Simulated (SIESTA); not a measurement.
Hf3Cu4Si2:

```xyz
9
Lattice="6.2542 0.0000 0.0000 -3.1271 5.4163 0.0000 0.0000 0.0000 3.9560" Properties=species:S:1:pos:R:3 pbc="T T T"
Hf    3.6726    0.0000    1.9780
Hf    1.2908    2.2358    1.9780
Hf   -1.8363    3.1805    1.9780
Cu    2.3552    4.0793    0.0000
Cu    0.0000    0.0000    1.9780
Cu   -0.7720    1.3371    0.0000
Cu    1.5439    0.0000    0.0000
Si    0.0000    3.6109    0.0000
Si    3.1271    1.8054    0.0000
```

The cell comes from a database or a generator and needn't be the stable form of this composition.

| Property | Result |
| --- | --- |
| Program | SIESTA 5.4.2 |
| Task | single point |
| Functional | PBEsol |
| Potentials or basis | PseudoDojo 0.4 standard (PBEsol files) |
| Basis | DZP (energy shift 0.003 Ry; two zetas on semicore shells) |
| Grid cutoff | 800 Ry |
| Energy shift | 0.003 Ry |
| k mesh | 5 × 5 × 7 |
| Occupations | fermi-dirac, width 0.05 eV |
| Spin | no spin polarisation |

On this cell: pressure -1.9 GPa; largest force 0.133 eV/Å; band gap on the k mesh none (metal or under the smearing width).

The same run follows on a disturbed copy (atoms moved at random, drawn with an rms of 0.05 Å):

```
Hf Cu Si
1.0
     6.25425    0.00000    0.00000
    -3.12712    5.41634    0.00000
     0.00000    0.00000    3.95602
Hf Cu Si
3 4 2
Direct
  0.59109 0.99899 0.48590
  0.41531 0.41853 0.49288
  0.99465 0.58560 0.50196
  0.74810 0.75328 0.99524
  0.99236 0.99667 0.49285
  0.99533 0.24249 0.00329
  0.24867 0.00093 0.99683
  0.33274 0.66189 0.99085
  0.67387 0.33508 0.01678
```

Task: What does the disturbed cell give?

Result: The energy (extrapolated to zero smearing) moves by +14.6 meV/atom; pressure -1.4 GPa; largest force 1.291 eV/Å; band gap on the k mesh none (metal or under the smearing width).

Forces on the atoms (eV/Å):
```
Hf  -0.625 -0.078  0.700
Hf   0.053 -0.569  0.341
Hf   0.455  0.236  0.087
Cu   0.361  0.085 -0.055
Cu   0.582  0.212  0.249
Cu   0.314  0.018 -0.204
Cu  -0.127 -0.007 -0.087
Si  -0.430  0.182  0.118
Si  -0.580 -0.080 -1.151
```

Stress tensor (GPa, compression positive):
```
-0.40 -0.18  0.32
-0.18 -1.83 -0.25
 0.32 -0.25 -2.05
```

Caveats: short orbitals over semicore shells can move pressures by several GPa; the basis of atomic orbitals isn't converged, which shifts pressures, moduli and gaps.
